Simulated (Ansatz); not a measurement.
**WHO+ (quintet): the correlation ladder, def2-QZVPP**

One table from this session's results is given with a row withheld; the runs are named, their logs left out.

Method: def2-QZVPP, core rule «outside noble gas», up to 5 orbitals frozen; program: Ansatz 0.2.0, Gaussian basis.

The runs, in order: UHF; ROHF; CCSD(T) on UHF.

## The geometry

The geometry is a PBE0/def2-TZVP stationary point (not a proven minimum) of the parent state, kept for this charge and spin. No spin-orbit coupling is included. Elements past krypton take def2 core potentials.

3 atoms, charge 1, spin multiplicity 5.

Atoms are counted from 1 here; the program's logs count them from 0.

Bond lengths: W1–O2 1.971 Å, W1–H3 1.725 Å. Angles: O2–W1–H3 121.7°.

Set-up of the first run:

in.yaml reads:

```yaml
crystal:
  periodic: [false, false, false]
  atoms:
    - {symbol: W, position_ang: [0.000000, -0.016260, 0.151778]}
    - {symbol: O, position_ang: [0.000000, 0.098866, -1.815880]}
    - {symbol: H, position_ang: [0.000000, 1.396412, 1.141010]}
basis:
  gaussian: {orbitals: "def2-QZVPP.json"}
total_charge: 1
magnetization: {spin_polarized: true, initial_magnetization: 4}
hamiltonian: {xc: hf}
output: {orbitals: {seedname: orbitals}}
```

Started as:

```console
> ansatz run in.yaml --threads 1 --pin off --events-out ev --progress --plain --max-ram 4096MiB --backend cpu
```

Steps of the session up to this table: UHF; ROHF; CCSD(T) on UHF.

One table of the session follows, with a row left open; its other results are not shown here.

| method | from UCCSD(T) (kcal/mol) |
| --- | --- |
| ROHF | +235.90 |
| UHF | ? |
| UMP2 | +24.94 |
| UCCSD | +11.70 |
| UCCSD(T) | 0 |

**Question.** Estimate the row for UHF.

As computed: from UCCSD(T) (kcal/mol): +228.67. In the column «from UCCSD(T) (kcal/mol)» it lies between UMP2 (+24.94) and ROHF (+235.90).
